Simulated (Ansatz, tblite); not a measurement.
**1-ethyl-3-methylimidazolium trifluoroacetate (C₈H₁₁F₃N₂O₂): a ladder of methods and basis sets**

An exercise on one series of results from a longer session: the logs are not shown, and one member is left open.

Computed with Ansatz 0.2.0, Gaussian basis. Level: as each input shows.

Levels to be run: GFN1-xTB, GFN2-xTB, PBE-D4/def2-TZVP, r2SCAN-D4/def2-TZVP, PBE-D4/def2-SVP, PBE0-D4/def2-SVP, HF/STO-3G, MP2/def2-SVP.

4 further runs of the same task are left out: 4 that didn't finish.

### The relaxed structure

The geometry is that of the singlet, from an earlier relaxation (PBE0-D4/def2-SVP).

SMILES `CCn1cc[n+](C)c1.O=C([O-])C(F)(F)F`, 26 atoms, charge 0, spin multiplicity 1.

Bond lengths: C1–C2 1.516 Å, C1–H9 1.099 Å, C1–H10 1.101 Å, C1–H11 1.100 Å, C2–N3 1.460 Å, C2–H12 1.100 Å, C2–H13 1.101 Å, N3–C4 1.377 Å, N3–C8 1.335 Å, C4–C5 1.363 Å, C4–H14 1.087 Å, C5–N6 1.378 Å, C5–H15 1.087 Å, N6–C7 1.455 Å, N6–C8 1.333 Å, C7–H16 1.106 Å, C7–H17 1.099 Å, C7–H18 1.098 Å and more. Angles: C2–C1–H9 109.7°, C2–C1–H10 111.9°, C2–C1–H11 110.7°, H9–C1–H10 108.0°, H9–C1–H11 107.9°, H10–C1–H11 108.6°, C1–C2–N3 112.5°, C1–C2–H12 111.0°, C1–C2–H13 111.6°, N3–C2–H12 105.9°, N3–C2–H13 107.7°, H12–C2–H13 107.9°, C2–N3–C4 127.6°, C2–N3–C8 122.9°, C4–N3–C8 109.5°, N3–C4–C5 106.5°, N3–C4–H14 122.7°, C5–C4–H14 130.8° and more.

PBE0-D4/def2-TZVP was run before; its log isn't repeated, and its numbers join the tables.

Set-up of the first run:

Tight binding, by tblite at 300 K electronic temperature and without a spin-polarisation term:

```python
tblite.interface.Calculator('GFN1-xTB', numbers, positions, charge=0, uhf=0).singlepoint()
```

Tight binding, by tblite at 300 K electronic temperature and without a spin-polarisation term:

```python
tblite.interface.Calculator('GFN2-xTB', numbers, positions, charge=0, uhf=0).singlepoint()
```

start.molden holds the orbitals of an earlier run on this state, given as this run's starting guess.

The input, in.yaml:

```yaml
crystal:
  periodic: [false, false, false]
  atoms:
    - {symbol: C, position_ang: [3.014079, 0.918119, 1.060852]}
    - {symbol: C, position_ang: [2.143564, -0.319511, 0.964764]}
    - {symbol: N, position_ang: [0.777930, -0.078623, 1.421153]}
    - {symbol: C, position_ang: [0.336658, 0.050682, 2.718678]}
    - {symbol: C, position_ang: [-1.003952, 0.288748, 2.650276]}
    - {symbol: N, position_ang: [-1.342605, 0.300227, 1.314965]}
    - {symbol: C, position_ang: [-2.667919, 0.503252, 0.749738]}
    - {symbol: C, position_ang: [-0.249666, 0.079952, 0.584122]}
    - {symbol: H, position_ang: [4.026561, 0.686899, 0.700204]}
    - {symbol: H, position_ang: [3.097667, 1.282079, 2.096504]}
    - {symbol: H, position_ang: [2.608955, 1.727945, 0.436519]}
    - {symbol: H, position_ang: [2.057681, -0.660824, -0.077411]}
    - {symbol: H, position_ang: [2.553242, -1.149740, 1.560045]}
    - {symbol: H, position_ang: [0.997365, -0.044782, 3.576092]}
    - {symbol: H, position_ang: [-1.738528, 0.440019, 3.436584]}
    - {symbol: H, position_ang: [-2.608528, 0.259005, -0.327190]}
    - {symbol: H, position_ang: [-2.979661, 1.547061, 0.895313]}
    - {symbol: H, position_ang: [-3.381485, -0.166467, 1.248055]}
    - {symbol: H, position_ang: [-0.142984, -0.005775, -0.552454]}
    - {symbol: O, position_ang: [-1.981013, -0.384602, -2.115420]}
    - {symbol: C, position_ang: [-0.854296, -0.516284, -2.600624]}
    - {symbol: O, position_ang: [0.265347, -0.323773, -2.067952]}
    - {symbol: C, position_ang: [-0.764704, -0.993550, -4.071611]}
    - {symbol: F, position_ang: [-0.078151, -0.119241, -4.817456]}
    - {symbol: F, position_ang: [-0.126451, -2.170049, -4.147177]}
    - {symbol: F, position_ang: [-1.959106, -1.150758, -4.636551]}
basis:
  gaussian: {orbitals: def2-TZVP, initial_orbitals: start.molden}
hamiltonian: {xc: pbe, dispersion: d4}
scf: {omitted_lower_state_checks: [starts]}
output: {forces: true, orbitals: {seedname: orbitals}}
```

Launch:

```sh
$ ansatz run in.yaml --threads 4 --pin off --events-out ev --progress --plain --max-ram 6963MiB
```

Steps of the session up to this table: PBE-D4/def2-TZVP; r2SCAN-D4/def2-TZVP; PBE-D4/def2-SVP; PBE0-D4/def2-SVP; HF/STO-3G; MP2/def2-SVP.

One table of the session follows, with a row left open; its other results are not shown here.

It belongs to the step «Binding energy». 

| level | binding an atom (eV) |
| --- | --- |
| HF/STO-3G | 3.243 |
| HF/def2-SVP | 3.144 |
| PBE-D4/def2-SVP | 4.721 |
| PBE-D4/def2-TZVP | 4.636 |
| r2SCAN-D4/def2-TZVP | 4.469 |
| PBE0-D4/def2-SVP | ? |
| PBE0-D4/def2-TZVP | 4.497 |
| MP2/def2-SVP | 4.357 |

Q: Estimate the row for PBE0-D4/def2-SVP from the others.

The run gave: binding an atom (eV): 4.575. In the column «binding an atom (eV)» it lies between PBE0-D4/def2-TZVP (4.497) and PBE-D4/def2-TZVP (4.636).

To keep in mind: Free atoms were run apart at each level; binding is atoms less cluster, divided by the number of atoms, without zero-point or spin-orbit terms.
